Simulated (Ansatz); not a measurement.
# AlFGeH4: how energies converge with the basis set

How large a basis does AlFGeH4 need? Two functionals are run in growing sets.

The runs use Ansatz 0.2.0, Gaussian basis; one geometry, several basis sets.

Levels to be run: PBE0-D4/def2-SVP; ωB97M-V/def2-SVP; PBE0-D4/def2-QZVPP; ωB97M-V/def2-QZVPP; the functionals' def2-TZVPP values are taken from earlier runs.

### Step 1. The relaxed structure

The geometry comes from an earlier relaxation with PBE0-D4 in a triple-zeta def2 set; it is a stationary point, not always the lowest conformer.

7 atoms, charge 0, spin multiplicity 1.

Atoms are counted from 1 here; the program's logs count them from 0.

Bond lengths: F1–Ge2 1.758 Å, Ge2–Al3 2.493 Å, Ge2–H4 1.546 Å, Ge2–H5 1.546 Å, Al3–H6 1.587 Å, Al3–H7 1.583 Å. Angles: F1–Ge2–Al3 108.2°, F1–Ge2–H4 104.5°, F1–Ge2–H5 104.5°, Al3–Ge2–H4 115.6°, Al3–Ge2–H5 115.7°, H4–Ge2–H5 107.3°, Ge2–Al3–H6 118.2°, Ge2–Al3–H7 120.5°, H6–Al3–H7 121.3°.

### Step 2. PBE0-D4 in def2-SVP

The input, in.yaml:

```yaml
crystal:
  periodic: [false, false, false]
  atoms:
    - {symbol: F, position_ang: [-2.229174, 0.085229, 0.223533]}
    - {symbol: Ge, position_ang: [-0.744055, -0.302557, -0.633193]}
    - {symbol: Al, position_ang: [1.179826, 0.371083, 0.802720]}
    - {symbol: H, position_ang: [-0.856087, -1.814147, -0.935461]}
    - {symbol: H, position_ang: [-0.868363, 0.445699, -1.979881]}
    - {symbol: H, position_ang: [2.647673, 0.124503, 0.252787]}
    - {symbol: H, position_ang: [0.931479, 1.022090, 2.223794]}
basis:
  gaussian: {orbitals: def2-SVP}
hamiltonian: {xc: pbe0, dispersion: d4}
output: {orbitals: {seedname: orbitals}}
```

After this run come: ωB97M-V in def2-SVP; PBE0-D4 in def2-QZVPP; ωB97M-V in def2-QZVPP.

Before running them: what should the planned runs give, taken together? Wanted: PBE0-D4: double and triple zeta above quadruple; ωB97M-V: double and triple zeta above quadruple.

The runs gave:

| quantity | value |
| --- | --- |
| PBE0-D4: double and triple zeta above quadruple | 14.59, 1.60 eV |
| ωB97M-V: double and triple zeta above quadruple | 14.62, 1.56 eV |

What this shows: PBE0-D4 gains 12.99 eV from double to triple zeta, then 1.60 eV more. Total energies overstate the basis error of differences, where much of it tends to cancel.
